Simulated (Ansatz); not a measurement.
# Ti4H: the cost of one run

Program: Ansatz 0.2.0. Level of theory: DFT PBE, scalar-relativistic, plane waves, PAW, unless a step names another level. These are calculated values, not measurements.

4 further runs of the same task are left out: 3 that didn't finish, 1 set aside as unsound or not needed.

## Step 1: The system as given

Symmetry: I4/mmm, No. 139, tetragonal system. The conventional cell has a = 4.138 Å, b = 4.138 Å, c = 8.286 Å, α = 90.00°, β = 90.00°, γ = 90.00°. Ti (site symmetry 4mm) is surrounded by 1 H at 2.08 Å. Around Ti (site symmetry mmm) lie 2 H at 2.07 Å. H (site symmetry 4/mmm) is surrounded by 6 Ti at 2.07 to 2.08 Å.

As a file:

```xyz
5
Lattice="-2.0691 2.0691 4.1432 2.0691 -2.0691 4.1432 2.0691 2.0691 -4.1432" Properties=species:S:1:pos:R:3 pbc="T T T"
Ti    0.0000    0.0000    2.0789
Ti    0.0000    0.0000    6.2075
Ti    0.0000    2.0691    0.0000
Ti    2.0691    0.0000    0.0000
H     0.0000    0.0000    0.0000
```

The cell was relaxed beforehand at this level, from a database cell with other species swapped in; it needn't be the stable form of this composition. At a tolerance of 0.05 Å it has space group I4/mmm (No. 139); it has 14.19 Å³/atom, an uncorrected energy of -0.09 eV/atom over the elements.

## Step 2: Static run: bands, density of states and charges

Contents of input.yaml:

```yaml
crystal:
  lattice:
    - [-2.0691478082, 2.0691478082, 4.1431794224]
    - [2.0691478082, -2.0691478082, 4.1431794224]
    - [2.0691478082, 2.0691478082, -4.1431794224]
  atoms:
    - { symbol: Ti, position: [0.2508763823, 0.2508763823, 0.0] }
    - { symbol: Ti, position: [0.7491236177, 0.7491236177, 0.0] }
    - { symbol: Ti, position: [0.5, 0.0, 0.5] }
    - { symbol: Ti, position: [0.0, 0.5, 0.5] }
    - { symbol: H, position: [0.0, 0.0, 0.0] }
basis:
  ecutwfc: 420
kpoints:
  mp_grid: { grid: [12, 12, 12] }
  band_path:
    path:
      - [[0.0, 0.0, 0.0], [0.0, 0.0, 0.5], [0.25, 0.25, 0.25], [0.0, 0.5, 0.0], [0.0, 0.0, 0.0], [0.5, 0.5, -0.5], [0.31235274, 0.68764726, -0.31235274]]
      - [[-0.31235274, 0.31235274, 0.31235274], [0.0, 0.0, 0.0]]
      - [[0.0, 0.0, 0.5], [-0.12470548, 0.12470548, 0.5]]
      - [[0.5, 0.5, -0.12470548], [0.5, 0.5, -0.5]]
    npoints: 14
hamiltonian:
  xc: pbe
scf:
  occupations: { method: gaussian, width: 0.1 }
  n_extra_bands: 12
output:
  forces: true
  stress: true
  eigenvalues: true
  populations: true
  dos: { projected: true, de: 0.02, nscf_kmesh: { grid: [15, 15, 15] } }
  bader: true
  write_density: true
  write_potential: true
  elf: true
  volumetric_format: npy
```

Launch:

```
$ ansatz run input.yaml --threads 1 --pin off --max-ram 2560MiB --backend cpu --events-out ev --progress --plain --runs-dir out
```

Q: Estimate wall time and peak memory on 1 thread of Intel Xeon at 2.70GHz, shared host.

About 2 min, with a peak of 0.73 GiB.
